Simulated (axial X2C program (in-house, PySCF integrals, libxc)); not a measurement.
# ClGaCl⁺: bond lengths and stretches, held linear

An exercise on one series of results from a longer session: the logs are not shown, and one member is left open.

Program: an in-house X2C program for linear molecules on PySCF integrals. Level of theory: all-electron X2C, two-component (2c) or spin-free, Cl dyall-av3z, Ga dyall-v3z. These are calculated values, not measurements.

All values are calculated.

1 further run of the same task is left out (set aside as unsound or not needed).

The first run:

task.json reads:

```json
{"zs": [17, 31, 17], "q": 1, "bas": ["dyall-av3z", "dyall-v3z", "dyall-av3z"], "r0": [2.23, 2.23], "symm": 1, "scan": ["PBE0", "HF", "LDA"], "levels": ["PBE0", "HF", "TPSSh"], "nst": 2}
```

Keys: zs atomic numbers; q charge; bas basis sets; r0 starting distance in Å; symm equal bonds; scan levels of the two-bond scan (MP2 follows by itself at each HF point); levels methods; nst determinants followed.

On the command line:

```console
> python solin.py task.json out
```

Masses Cl 34.969, Ga 68.926, Cl 34.969 u.

Steps of the session up to this table: Scan at PBE0, 2c; Scan at HF, 2c; Scan at LDA, 2c.

One of the session's tables, all rows but one given; the rest of the session is left out.

```
          level  r(Cl–Ga) (Å)  r(Ga–Cl) (Å)  lower stretch (cm⁻¹)  upper stretch (cm⁻¹)
       PBE0, 2c             ?             ?                     ?                     ?
         HF, 2c         2.026         2.026                 438.4                 623.9
        LDA, 2c         2.004         2.004                 417.2                 607.4
        MP2, 2c         2.018         2.018                 430.6                 619.3
PBE0, spin-free         2.018         2.018                 421.3                 608.8
  HF, spin-free         2.025         2.025                 438.6                 624.2
 LDA, spin-free         2.004         2.004                 417.4                 607.7
 MP2, spin-free         2.018         2.018                 430.8                 619.5
```

**Question.** Estimate the row for PBE0, 2c.

**Answer.** r(Cl–Ga) (Å): 2.019; r(Ga–Cl) (Å): 2.019; lower stretch (cm⁻¹): 421.1; upper stretch (cm⁻¹): 608.6. In the column «r(Cl–Ga) (Å)» it lies between MP2, spin-free (2.018) and HF, spin-free (2.025).

Scans not shown above were run alike.

MP2 freezes inner shells (threshold -2 hartree). The molecule was held linear; bending was not examined, so a bent shape may lie lower.
